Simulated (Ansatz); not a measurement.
# CH4FISi: up Jacob's ladder to CCSD(T)

How much do the methods differ for CH4FISi? The plan is to run it at one geometry with functionals of several rungs and with coupled cluster, and see how far each lands from CCSD(T) at the basis-set limit for the atomisation energy.

Program: Ansatz 0.2.0, Gaussian basis. Level of theory: functionals in def2-TZVPP, the program's frozen cores in correlated methods. These are calculated values, not measurements.

Plan: LDA (SPW92), PBE-D4, revPBE-D4, BLYP-D4, r2SCAN-D4, B97M-V, PBE0-D4, B3LYP-D4, r2SCANh-D4, r2SCAN0-D4, HSE06-D4, BHLYP-D4, CAM-B3LYP-D4, LC-ωPBE, ωB97X-V, ωB97M-V, B2PLYP, PBE-QIDH; CCSD(T)/def2-SVP; CCSD(T)/def2-TZVPP; MP2/def2-QZVPP; extrapolation to the limit; RPA on PBE.

## 1. Structure used throughout

All runs share one geometry, relaxed beforehand with PBE0-D4 in a triple-zeta def2 set. I takes the def2 core potential; no spin-orbit term is included.

SMILES `C[SiH](F)I`, 8 atoms, charge 0, spin multiplicity 1.

Atoms are counted from 1 here; the program's logs count them from 0.

Bond lengths: C1–Si2 1.847 Å, C1–H5 1.092 Å, C1–H6 1.092 Å, C1–H7 1.094 Å, Si2–F3 1.596 Å, Si2–I4 2.435 Å, Si2–H8 1.479 Å. Angles: Si2–C1–H5 110.3°, Si2–C1–H6 110.7°, Si2–C1–H7 109.9°, H5–C1–H6 108.5°, H5–C1–H7 108.7°, H6–C1–H7 108.8°, C1–Si2–F3 109.4°, C1–Si2–I4 110.6°, C1–Si2–H8 113.8°, F3–Si2–I4 107.9°, F3–Si2–H8 107.4°, I4–Si2–H8 107.6°.

As a file:

```xyz
8
CH4FISi
C    -0.16843    0.99316    0.18644
Si    0.33454   -0.74125   -0.19903
F     1.27385   -1.29178    0.96811
I    -1.61922   -2.18876   -0.33332
H    -0.80259    1.38892   -0.60986
H    -0.72545    1.03383    1.12441
H     0.71814    1.62701    0.27562
H     1.08136   -0.87824   -1.46817
```

## 2. LDA

This LDA is Slater exchange with PW92 correlation.

Input file in.yaml:

```yaml
crystal:
  periodic: [false, false, false]
  atoms:
    - {symbol: C, position_ang: [-0.168433, 0.993156, 0.186438]}
    - {symbol: Si, position_ang: [0.334538, -0.741250, -0.199031]}
    - {symbol: F, position_ang: [1.273854, -1.291777, 0.968115]}
    - {symbol: I, position_ang: [-1.619225, -2.188759, -0.333322]}
    - {symbol: H, position_ang: [-0.802586, 1.388923, -0.609857]}
    - {symbol: H, position_ang: [-0.725450, 1.033834, 1.124409]}
    - {symbol: H, position_ang: [0.718144, 1.627012, 0.275619]}
    - {symbol: H, position_ang: [1.081359, -0.878239, -1.468170]}
basis:
  gaussian: {orbitals: def2-TZVPP}
hamiltonian: {xc: lda}
output: {orbitals: {seedname: orbitals}}
```

Command:

```bash
> ansatz run in.yaml --threads 4 --pin off --events-out ev --progress --plain --max-ram 10444MiB
```

Further steps of the session: PBE-D4 (GGA); revPBE-D4 (GGA); BLYP-D4 (GGA); r2SCAN-D4 (meta-GGA); B97M-V (meta-GGA); B3LYP-D4 (hybrid); r2SCANh-D4 (hybrid); r2SCAN0-D4 (hybrid); HSE06-D4 (hybrid); BHLYP-D4 (hybrid); CAM-B3LYP-D4 (range-separated); LC-ωPBE (range-separated); ωB97X-V (range-separated); ωB97M-V (range-separated); B2PLYP (double hybrid); PBE-QIDH (double hybrid); CCSD(T) in def2-SVP; CCSD(T) in def2-TZVPP; MP2 in def2-QZVPP; RPA on PBE orbitals.

Before running them: what should the planned runs give, taken together? Wanted: atomisation energy, CCSD(T)/CBS; farthest beyond LDA; mean size of error, GGA; mean size of error, meta-GGA; mean size of error, hybrid; mean size of error, range-separated; mean size of error, double hybrid; gap, smallest and largest; T1 diagnostic.

The runs gave:

| quantity | value |
| --- | --- |
| atomisation energy, CCSD(T)/CBS | 679.6 kcal/mol |
| functionals within 6.8 kcal/mol (1.0 %) | PBE-D4, r2SCAN-D4, B97M-V, r2SCANh-D4, HSE06-D4, CAM-B3LYP-D4, ωB97X-V, ωB97M-V |
| farthest beyond LDA | BHLYP-D4 (-21.4 kcal/mol) |
| mean size of error, GGA | 9.0 kcal/mol |
| mean size of error, meta-GGA | 3.1 kcal/mol |
| mean size of error, hybrid | 9.9 kcal/mol |
| mean size of error, range-separated | 5.4 kcal/mol |
| mean size of error, double hybrid | 10.1 kcal/mol |
| gap, smallest and largest | 5.49 eV (LDA (SPW92)), 12.37 eV (LC-ωPBE) |
| T1 diagnostic | 0.0094 |
| triples share of the correlation energy | 2.7 % |

What this shows: The LDA atomisation energy is off by 81.3 kcal/mol (12 %): it overbinds. PBE-D4 is off by +0.9 kcal/mol. Double hybrids carry the basis error of their MP2 part in triple zeta, and no dispersion term here, so their miss is partly the set-up's. The rungs meta-GGA, range-separated miss on average by less than the doubt on the reference (6.8 kcal/mol), so they tie. The reference freezes the cores and leaves out spin-orbit coupling and excitations past (T), and its outer-core shells are covered unevenly, so misses under about 6.8 kcal/mol can't be ranked. All levels share the lack of spin-orbit coupling, which lowers the free heavy atoms and so the true binding. Hartree-Fock recovers 75 % of the binding; the rest is correlation. CCSD(T) in def2-SVP is off by -50.2 kcal/mol, worse than the median functional, from the basis alone. The gap grows from 5.5 to 12.4 eV across the functionals, mostly with the share of exact exchange. Correlated methods include outer-core shells of I, which these sets cover unevenly.
